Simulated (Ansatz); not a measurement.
# AlGeH (quintet): wave-function methods side by side, cc-pVDZ

Aim: climb from Hartree-Fock through coupled cluster and multireference methods for AlGeH (quintet) at one geometry and basis, and see what each rung misses.

Program: Ansatz 0.2.0, Gaussian basis. Level of theory: cc-pVDZ, core rule «outside noble gas», up to 19 orbitals frozen. These are calculated values, not measurements.

The runs, in order: UHF; CCSD(T) on ROHF; CCSD(T) on UHF; BCCD(T) on ROHF; CISD; CCSDT(Q) on ROHF; CCSDT(Q) on UHF; CASSCF and MRCISD+Q, 8 electrons in 9 orbitals; CASSCF and NEVPT2, 8 electrons in 9 orbitals.

24 further runs of the same task are left out: 2 for a known fault of the program, 8 that didn't finish, 14 set aside as unsound or not needed.

## 1. The system

The geometry is a PBE0/def2-TZVP stationary point (not a proven minimum) of the parent state, kept for this charge and spin. No spin-orbit coupling is included. The filled d shell of Ge may be among the frozen orbitals whatever the setting's name suggests; the logs give the count.

3 atoms, charge 0, spin multiplicity 5.

Atoms are counted from 1 here; the program's logs count them from 0.

Bond lengths: Ge1–Al2 2.388 Å, Al2–H3 1.601 Å. Angles: Ge1–Al2–H3 180.0°.

Coordinates:

```xyz
3
charge 0, multiplicity 5
Ge    0.00000    0.00000    2.12599
Al    0.00000    0.00000   -0.26245
H     0.00000    0.00000   -1.86354
```

## 2. UHF

File in.yaml:

```yaml
crystal:
  periodic: [false, false, false]
  atoms:
    - {symbol: Ge, position_ang: [0.000000, 0.000000, 2.125993]}
    - {symbol: Al, position_ang: [0.000000, 0.000000, -0.262451]}
    - {symbol: H, position_ang: [0.000000, 0.000000, -1.863543]}
basis:
  gaussian: {orbitals: cc-pVDZ}
magnetization: {spin_polarized: true, initial_magnetization: 4}
hamiltonian: {xc: hf}
output: {orbitals: {seedname: orbitals}}
```

Run with:

```
$ ansatz run in.yaml --threads 1 --pin off --events-out ev --progress --plain --max-ram 2393MiB
```

The runs that follow: CCSD(T) on ROHF; CCSD(T) on UHF; BCCD(T) on ROHF; CISD; CCSDT(Q) on ROHF; CCSDT(Q) on UHF; CASSCF and MRCISD+Q, 8 electrons in 9 orbitals; CASSCF and NEVPT2, 8 electrons in 9 orbitals.

**Question.** What will the summary of the whole plan be? Wanted: UCCSDT(Q) below the RHF energy; RMP2 from UCCSDT(Q); UMP2 from UCCSDT(Q); RCCSD from UCCSDT(Q); RCCSD(T) from UCCSDT(Q); UCCSD(T) from UCCSDT(Q); RCCSDT(Q) from UCCSDT(Q); NEVPT2 valence from UCCSDT(Q); MRCISD+Q valence from UCCSDT(Q).

The runs gave:

| quantity | value |
| --- | --- |
| UCCSDT(Q) below the RHF energy | -3.4885 eV |
| RMP2 from UCCSDT(Q) | +86.1 kJ/mol |
| UMP2 from UCCSDT(Q) | +88.1 kJ/mol |
| RCCSD from UCCSDT(Q) | +15.0 kJ/mol |
| RCCSD(T) from UCCSDT(Q) | +5.1 kJ/mol |
| UCCSD(T) from UCCSDT(Q) | +3.7 kJ/mol |
| RCCSDT(Q) from UCCSDT(Q) | +1.4 kJ/mol |
| NEVPT2 valence from UCCSDT(Q) | +64.4 kJ/mol |
| MRCISD+Q valence from UCCSDT(Q) | +1.8 kJ/mol |
| levels within 1 kcal/mol (43 meV) | UCCSD(T), RCCSDT, UCCSDT, RCCSDT(Q), MRCISD+Q valence |
| T1 diagnostic | 0.029 |
| effectively unpaired electrons | 4.02 |

What this shows: RCCSD(T) lands +5.1 kJ/mol from the yardstick (1.5 % of the correlation energy). One determinant dominates. Of the multireference levels listed MRCISD+Q valence comes nearest in total energy (+1.8 kJ/mol), which doesn't show that its space is the better one. These misses are within one basis, not against nature; the frozen cores of restricted and unrestricted runs differ, which can shift their rows.
